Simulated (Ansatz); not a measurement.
# HfZrMo4: the cost of one run

Program: Ansatz 0.2.0. Level of theory: DFT r2SCAN, scalar-relativistic, plane waves, PAW. These are calculated values, not measurements.

1 further run of the same task is left out (it didn't finish).

### 1 The structure to begin with

It takes space group F-43m (No. 216, cubic). The conventional cell has a = 7.578 Å, b = 7.578 Å, c = 7.578 Å, α = 90.00°, β = 90.00°, γ = 90.00°. Around Zr (site symmetry -43m) lie 12 Mo at 3.14 Å and 4 Hf at 3.28 Å. Hf (site symmetry -43m) is surrounded by 12 Mo at 3.14 Å and 4 Zr at 3.28 Å. Mo (site symmetry 3m) has 6 Mo at 2.68 Å and 3 Hf at 3.14 Å and 3 Zr at 3.14 Å in its first shell of neighbours.

As a file:

```
Zr Hf Mo
1.0
     0.00000    3.78893    3.78893
     3.78893    0.00000    3.78893
     3.78893    3.78893    0.00000
Zr Hf Mo
1 1 4
Direct
  0.00000 0.00000 0.00000
  0.75000 0.75000 0.75000
  0.37501 0.37501 0.37501
  0.87497 0.37501 0.37501
  0.37501 0.37501 0.87497
  0.37501 0.87497 0.37501
```

(A quick probe on a coarse mesh, which set the mesh and smearing, is not shown.)

### 3 Relaxing cell and atoms

Input file input.yaml:

```yaml
crystal:
  lattice:
    - [0.0, 3.78892835, 3.78892835]
    - [3.78892835, 0.0, 3.78892835]
    - [3.78892835, 3.78892835, 0.0]
  atoms:
    - { symbol: Zr, position: [0.0, 0.0, 0.0] }
    - { symbol: Hf, position: [0.75, 0.75, 0.75] }
    - { symbol: Mo, position: [0.37500928, 0.37500928, 0.37500928] }
    - { symbol: Mo, position: [0.87497217, 0.37500928, 0.37500928] }
    - { symbol: Mo, position: [0.37500928, 0.37500928, 0.87497217] }
    - { symbol: Mo, position: [0.37500928, 0.87497217, 0.37500928] }
basis:
  ecutwfc: 500
kpoints:
  mp_grid: { grid: [8, 8, 8] }
hamiltonian:
  xc: r2scan
scf:
  occupations: { method: gaussian, width: 0.1 }
output:
  forces: true
  stress: true
  eigenvalues: true
relax:
  adjacent_minimum: "off"
  f_tol: 0.01
  max_steps: 80
  cell: { stress_tol: 0.05 }
```

Started as:

```sh
ansatz run input.yaml --threads 1 --pin off --max-ram 2560MiB --backend cpu --events-out ev --progress --plain --runs-dir out
```

Q: Estimate wall time and peak memory on 1 thread of Arm Neoverse V2, shared host.

About 2.3 min, with a peak of 0.71 GiB.
